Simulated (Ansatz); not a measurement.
# NaTe2: the cost of one run

Computed with Ansatz 0.2.0 (DFT PBE, scalar-relativistic, plane waves, PAW, unless a step's input says otherwise).

3 further runs of the same task are left out: 2 that didn't finish, 1 set aside as unsound or not needed.

## Step 1: The structure to begin with

Symmetry: Fm-3m, No. 225, cubic system. Conventional cell: a = 6.974 Å, b = 6.974 Å, c = 6.974 Å, α = 90.00°, β = 90.00°, γ = 90.00°. Na (site symmetry m-3m) is surrounded by 8 Te at 3.02 Å. Te (site symmetry -43m) is surrounded by 4 Na at 3.02 Å.

Structure file:

```
CELL_PARAMETERS angstrom
0.00000 3.48713 3.48713
3.48713 0.00000 3.48713
3.48713 3.48713 0.00000
ATOMIC_POSITIONS crystal
Na 0.00000 0.00000 0.00000
Te 0.25000 0.25000 0.25000
Te 0.75000 0.75000 0.75000
```

The cell is invented: species swapped into a database cell of CeH2 (Fm-3m, No. 225), with Na on the Ce sites and Te on the H sites. Its size is a rough estimate.

## Step 2: A first look at the guess

File input.yaml:

```yaml
crystal:
  lattice:
    - [0.0, 3.48713478, 3.48713478]
    - [3.48713478, 0.0, 3.48713478]
    - [3.48713478, 3.48713478, 0.0]
  atoms:
    - { symbol: Na, position: [0.0, 0.0, 0.0] }
    - { symbol: Te, position: [0.25, 0.25, 0.25] }
    - { symbol: Te, position: [0.75, 0.75, 0.75] }
basis:
  ecutwfc: 420
kpoints:
  mp_grid: { grid: [4, 4, 4] }
hamiltonian:
  xc: pbe
scf:
  occupations: { method: gaussian, width: 0.1 }
  lower_state_search: "off"
output:
  forces: true
  stress: true
  eigenvalues: true
```

Command:

```console
ansatz run input.yaml --threads 1 --pin off --max-ram 2048MiB --backend cpu --events-out ev --progress --plain --runs-dir out
```

Q: Estimate wall time and peak memory on 1 thread of Arm Neoverse V2, shared host.

About 1.3 s, with a peak of 0.31 GiB.
